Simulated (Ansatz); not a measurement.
Crystal: CS2.

```
S C
1.0
     3.64579   -2.99431    0.00000
     3.64579    2.99431    0.00000
     0.00000    0.00000    9.85126
S C
4 2
Direct
  0.18152 0.81848 0.88687
  0.31848 0.68152 0.38687
  0.68152 0.31848 0.61313
  0.81848 0.18152 0.11313
  0.50000 0.50000 0.50000
  0.00000 0.00000 0.00000
```

The cell comes from a database or a generator and needn't be the stable form of this composition.

Base run:

- Program: Ansatz 0.2.0
- Functional: revPBE
- Potentials or basis: Ansatz PAW
- Cutoff: 420 eV (not typed: the program's choice for these potentials)
- k mesh: 6 × 6 × 3
- Occupations: fermi-dirac, width 0.05 eV
- Spin: no spin polarisation

Its results: band gap on the k mesh 3.47 eV, direct; pressure 1.2 GPa; largest force 0.390 eV/Å.

Question: The run is repeated on the same cell with these changes: functional from revPBE to BLYP. What comes out?

Answer: Band gap on the k mesh 3.38 eV, direct; pressure 1.0 GPa; largest force 0.413 eV/Å.

Caveats: the PAW data sets come from PBE, with cores solved anew for the run's functional, which leaves a small shift of forces and pressure.
